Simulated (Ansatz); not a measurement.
**Te: one contact scaled**

The task here is to estimate one member of a computed series from the others.

Method: DFT PBEsol, with the methods named in each step, in Ansatz 0.2.0.

1 further run of the same task is left out (it didn't finish).

### The structure to begin with

It takes space group Fd-3m (No. 227, cubic). Conventional cell: a = 6.619 Å, b = 6.619 Å, c = 6.619 Å, α = 90.00°, β = 90.00°, γ = 90.00°. Around Te (site symmetry -43m) lie 4 Te at 2.87 Å.

Structure file:

```xyz
2
Lattice="0.0000 3.3096 3.3096 3.3096 0.0000 3.3096 3.3096 3.3096 0.0000" Properties=species:S:1:pos:R:3 pbc="T T T"
Te   -0.8274   -0.8274   -0.8274
Te    0.8274    0.8274    0.8274
```

Atoms are numbered in the order of the input: Te1, Te2.

Set-up of the first run:

Input file input.yaml:

```yaml
crystal:
  lattice:
    - [0.0, 3.309552974, 3.309552974]
    - [3.309552974, 0.0, 3.309552974]
    - [3.309552974, 3.309552974, 0.0]
  atoms:
    - { symbol: Te, position: [-0.125, -0.125, -0.125] }
    - { symbol: Te, position: [0.125, 0.125, 0.125] }
kpoints:
  mp_grid: { grid: [8, 8, 8] }
scf:
  occupations: { method: fermi_dirac, width: 0.05 }
hamiltonian:
  xc: pbesol
  pseudopotentials: { kind: all_electron, lapw: { basis_error: 0.001 } }
output:
  forces: true
  stress: true
  eigenvalues: true
  populations: true
```

Run with:

```bash
$ ansatz run input.yaml --threads 1 --pin off --max-ram 2048MiB --backend cpu --events-out ev --progress --plain --runs-dir out
```

Among the steps run: The bond as given, LAPW; Shortest bond scaled by 1, norm-conserving; Shortest bond scaled by 1.1, LAPW; Shortest bond scaled by 1.1, crystal datasets; Shortest bond scaled by 0.82, LAPW; Shortest bond scaled by 0.76, LAPW; Shortest bond scaled by 0.64, LAPW; Shortest bond scaled by 0.64, norm-conserving.

One table of the session follows, with a row left open; its other results are not shown here.

| method | length (Å) | F from the given length (eV/cell) | force along the bond (eV/Å) | pressure (GPa) | largest force (eV/Å) |
| --- | --- | --- | --- | --- | --- |
| LAPW | 1.834 | 11.462 | 50.707 | 70.64 | 50.707 |
| LAPW | 2.178 | ? | ? | ? | ? |
| LAPW | 2.350 | 0.392 | 4.884 | 16.11 | 4.884 |
| LAPW | 2.866 | 0.000 | 0.000 | 8.84 | 0.000 |
| LAPW | 3.153 | -0.086 | 0.071 | 9.31 | 0.071 |
| PAW | 1.834 | 11.433 | 49.848 | 69.49 | 49.848 |
| PAW | 2.178 | 1.823 | 12.504 | 25.70 | 12.504 |
| PAW | 2.350 | 0.394 | 4.895 | 16.11 | 4.895 |
| PAW | 2.866 | 0.000 | 0.000 | 8.82 | 0.000 |
| PAW | 3.153 | -0.085 | 0.066 | 9.29 | 0.066 |
| PAW (source ansatz) | 1.834 | – | 50.927 | 70.94 | 50.927 |
| crystal datasets | 3.153 | – | 0.071 | 9.31 | 0.071 |
| norm-conserving | 1.834 | 11.389 | 49.938 | 69.54 | 49.938 |
| norm-conserving | 2.866 | 0.000 | 0.000 | 8.77 | 0.000 |

**Question.** Estimate the row for LAPW, 2.178.

**Answer.** F from the given length (eV/cell): 1.819; force along the bond (eV/Å): 12.484; pressure (GPa): 25.67; largest force (eV/Å): 12.484.

Caveats from the session: Rows by PAW come from runs of the same series that aren't printed here. Warnings in the runs' records: gradients without spin orbit, crystal datasets made.
